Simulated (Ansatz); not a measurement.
**FGeH₄NO: how energies converge with the basis set**

The task here is to estimate one member of a computed series from the others.

Computed with Ansatz 0.2.0, Gaussian basis. Level: one geometry, several basis sets.

Levels to be run: PBE0-D4/def2-SVP; ωB97M-V/def2-SVP; PBE0-D4/def2-QZVPP; ωB97M-V/def2-QZVPP; the functionals' def2-TZVPP values are taken from earlier runs.

## Structure used throughout

All runs share one geometry, relaxed beforehand with PBE0-D4 in a triple-zeta def2 set.

SMILES `[NH2][GeH]([OH])[F]`, 8 atoms, charge 0, spin multiplicity 1.

Atoms are counted from 1 here; the program's logs count them from 0.

Bond lengths: N1–Ge2 1.798 Å, N1–H5 1.009 Å, N1–H6 1.008 Å, Ge2–O3 1.759 Å, Ge2–F4 1.748 Å, Ge2–H7 1.529 Å, O3–H8 0.960 Å. Angles: Ge2–N1–H5 115.9°, Ge2–N1–H6 117.1°, H5–N1–H6 110.8°, N1–Ge2–O3 105.4°, N1–Ge2–F4 114.0°, N1–Ge2–H7 112.3°, O3–Ge2–F4 104.2°, O3–Ge2–H7 115.6°, F4–Ge2–H7 105.3°, Ge2–O3–H8 111.9°.

Geometry (Å):

```csv
atom,x (Å),y (Å),z (Å)
N1,-0.5842,1.2816,0.0719
Ge2,0.4300,-0.1769,-0.2072
O3,0.3325,-1.1068,1.2823
F4,-0.1996,-1.2573,-1.4292
H5,-1.5048,1.1120,0.4494
H6,-0.6221,1.9629,-0.6706
H7,1.8422,0.1784,-0.6722
H8,0.3982,-2.0511,1.1197
```

The first run:

in.yaml

```yaml
crystal:
  periodic: [false, false, false]
  atoms:
    - {symbol: N, position_ang: [-0.584242, 1.281609, 0.071889]}
    - {symbol: Ge, position_ang: [0.429993, -0.176885, -0.207171]}
    - {symbol: O, position_ang: [0.332468, -1.106850, 1.282329]}
    - {symbol: F, position_ang: [-0.199553, -1.257313, -1.429244]}
    - {symbol: H, position_ang: [-1.504761, 1.112032, 0.449350]}
    - {symbol: H, position_ang: [-0.622144, 1.962897, -0.670626]}
    - {symbol: H, position_ang: [1.842246, 0.178432, -0.672158]}
    - {symbol: H, position_ang: [0.398191, -2.051122, 1.119730]}
basis:
  gaussian: {orbitals: def2-SVP}
hamiltonian: {xc: pbe0, dispersion: d4}
output: {orbitals: {seedname: orbitals}}
```

Started as:

```bash
$ ansatz run in.yaml --threads 2 --pin off --events-out ev --progress --plain --max-ram 4352MiB
```

Steps of the session up to this table: PBE0-D4 in def2-SVP; ωB97M-V in def2-SVP; PBE0-D4 in def2-QZVPP; ωB97M-V in def2-QZVPP.

One table of the session follows, with a row left open; its other results are not shown here.

It belongs to the step «Functionals by basis». 

| functional | basis | HOMO (eV) | LUMO (eV) |
| --- | --- | --- | --- |
| PBE0-D4 | def2-SVP | -7.88 | 0.94 |
| PBE0-D4 | def2-TZVPP | -8.14 | 0.46 |
| PBE0-D4 | def2-QZVPP | -8.20 | 0.20 |
| ωB97M-V | def2-SVP | ? | ? |
| ωB97M-V | def2-TZVPP | -10.56 | 2.06 |
| ωB97M-V | def2-QZVPP | -10.63 | 1.60 |

Q: Estimate the row for ωB97M-V, def2-SVP from the others.

**Answer.** HOMO (eV): -10.29; LUMO (eV): 2.77. In the column «HOMO (eV)» it lies between ωB97M-V, def2-TZVPP (-10.56) and PBE0-D4, def2-QZVPP (-8.20).
